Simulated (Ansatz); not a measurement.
# Cl3GeH5Si: the cost of one run

Program: Ansatz 0.2.0. Level of theory: RKS PBE0-D4/def2-SVP. These are calculated values, not measurements.

## 1. The starting structure

Bond lengths: Ge1–Cl3 2.220 Å, Ge1–Cl4 2.218 Å, Ge1–Cl5 2.218 Å, Ge1–Si6 2.610 Å, Si6–H7 1.460 Å, Si6–H8 1.460 Å, Si6–H9 1.460 Å. Angles: Cl3–Ge1–Cl4 109.5°, Cl3–Ge1–Cl5 109.5°, Cl3–Ge1–Si6 178.9°, Cl4–Ge1–Cl5 109.5°, Cl4–Ge1–Si6 70.0°, Cl5–Ge1–Si6 70.0°, Ge1–Si6–H7 109.5°, Ge1–Si6–H8 109.5°, Ge1–Si6–H9 109.5°, H7–Si6–H8 109.4°, H7–Si6–H9 109.4°, H8–Si6–H9 109.4°.

Structure file:

```xyz
10

Ge    0.0000    0.0000    0.0000
H     0.0000    0.0000    1.9000
Cl    2.0935    0.0000   -0.7393
Cl   -1.0456    1.8115   -0.7393
Cl   -1.0456   -1.8115   -0.7393
Si   -2.4768    0.0000    0.8230
H    -3.2648   -0.9102   -0.0029
H    -2.5280   -0.4389    2.2145
H    -3.0252    1.3491    0.7184
H    -0.9700    0.0000    1.9684
```

## 2. A restrained relaxation towards end A

Springs on the bonds that form and break draw the guess towards this end; the thresholds are loose.

The input, input.yaml:

```yaml
crystal:
  periodic: [false, false, false]
  atoms:
    - { symbol: Ge, position_ang: [0.0, 0.0, 0.0] }
    - { symbol: H, position_ang: [0.0, 0.0, 1.9] }
    - { symbol: Cl, position_ang: [2.0935, 0.0, -0.7393] }
    - { symbol: Cl, position_ang: [-1.0456, 1.8115, -0.7393] }
    - { symbol: Cl, position_ang: [-1.0456, -1.8115, -0.7393] }
    - { symbol: Si, position_ang: [-2.4768, 0.0, 0.823] }
    - { symbol: H, position_ang: [-3.2648, -0.9102, -0.0029] }
    - { symbol: H, position_ang: [-2.528, -0.4389, 2.2145] }
    - { symbol: H, position_ang: [-3.0252, 1.3491, 0.7184] }
    - { symbol: H, position_ang: [-0.97, 0.0, 1.9684] }
basis:
  gaussian: { orbitals: def2-SVP }
hamiltonian:
  xc: pbe0
  dispersion: d4
relax:
  f_tol: 0.15
  max_steps: 25
  restrain:
    - { distance: [0, 5], at: 3.51, k: 30.0 }
    - { distance: [9, 1], at: 1.86, k: 30.0 }
    - { distance: [0, 1], at: 1.55, k: 30.0 }
    - { distance: [9, 5], at: 1.46, k: 30.0 }
```

Started as:

```sh
$ ansatz run input.yaml --threads 4 --pin off --max-ram 5120MiB --backend cpu --events-out ev --progress --plain --runs-dir out
```

**Question.** How long does this run take on 4 threads of Arm Neoverse V2, shared host, and how much memory does it need?

About 29 s, with a peak of 0.41 GiB.
